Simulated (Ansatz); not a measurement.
**KH4: one candidate of a structure search**

Where does this trial cell of KH4 go when cell and atoms are let free?

Computed with Ansatz 0.2.0 (DFT PBE, scalar-relativistic, plane waves, PAW, unless a step's input says otherwise).

## (1) The starting structure

Symmetry: Pm-3m, No. 221, cubic system. The conventional cell has a = 4.111 Å, b = 4.111 Å, c = 4.111 Å, α = 90.00°, β = 90.00°, γ = 90.00°. K (site symmetry m-3m) has 6 H at 2.06 Å in its first shell of neighbours. H (site symmetry 4/mmm) has 2 K at 2.06 Å in its first shell of neighbours. H (site symmetry m-3m) is surrounded by 12 H at 2.91 Å.

As a file:

```cif
data_structure
_symmetry_space_group_name_H-M 'P 1'
_symmetry_Int_Tables_number 1
_cell_length_a 4.1111
_cell_length_b 4.1111
_cell_length_c 4.1111
_cell_angle_alpha 90.000
_cell_angle_beta 90.000
_cell_angle_gamma 90.000
_cell_volume 69.48
loop_
_atom_site_label
_atom_site_type_symbol
_atom_site_fract_x
_atom_site_fract_y
_atom_site_fract_z
_atom_site_occupancy
K1 K 0.00000 0.00000 0.00000 1
H1 H 0.50000 0.00000 0.00000 1
H2 H 0.00000 0.50000 0.00000 1
H3 H 0.00000 0.00000 0.50000 1
H4 H 0.50000 0.50000 0.50000 1
```

A structure generator made this guess: random cell by space group and Wyckoff sites (Pm-3m, No. 221). Lengths come from tabulated atomic sizes and are only a guess.

## (2) A first look at the guess

input.yaml reads:

```yaml
crystal:
  lattice:
    - [4.11105681, 0.0, 0.0]
    - [0.0, 4.11105681, 0.0]
    - [0.0, 0.0, 4.11105681]
  atoms:
    - { symbol: K, position: [0.0, 0.0, 0.0] }
    - { symbol: H, position: [0.5, 0.0, 0.0] }
    - { symbol: H, position: [0.0, 0.5, 0.0] }
    - { symbol: H, position: [0.0, 0.0, 0.5] }
    - { symbol: H, position: [0.5, 0.5, 0.5] }
basis:
  ecutwfc: 420
kpoints:
  mp_grid: { grid: [4, 4, 4] }
hamiltonian:
  xc: pbe
scf:
  occupations: { method: gaussian, width: 0.1 }
  lower_state_search: "off"
output:
  forces: true
  stress: true
  eigenvalues: true
```

Started as:

```console
> ansatz run input.yaml --threads 1 --pin off --max-ram 2560MiB --backend cpu --events-out ev --progress --plain --runs-dir out
```

Further runs follow: coarse relaxation; final relaxation.

What does the calculation give? Wanted: conventional cell; volume; energy over the elements; gap on the mesh.

As calculated:

```
                                                              quantity                                                                      value
                                symmetry at the end (tolerance 0.05 Å)                                                space group Pm-3m (No. 221)
                                                     conventional cell  a = 4.636 Å, b = 4.636 Å, c = 4.636 Å, α = 90.00°, β = 90.00°, γ = 90.00°
                                                                volume                                                              19.93 Å³/atom
energy over the elements (uncorrected; H, N, O, F and Cl as molecules)                                                              +1.67 eV/atom
                                                       gap on the mesh                                                               none (metal)
```

What this shows: The space group Pm-3m (No. 221) is kept, and the volume per atom grows by 43.4 % from the first guess. The formation energy is positive, so the separate elements lie lower. No finished test with a distortion of lower symmetry is shown, so the end may be a saddle point.
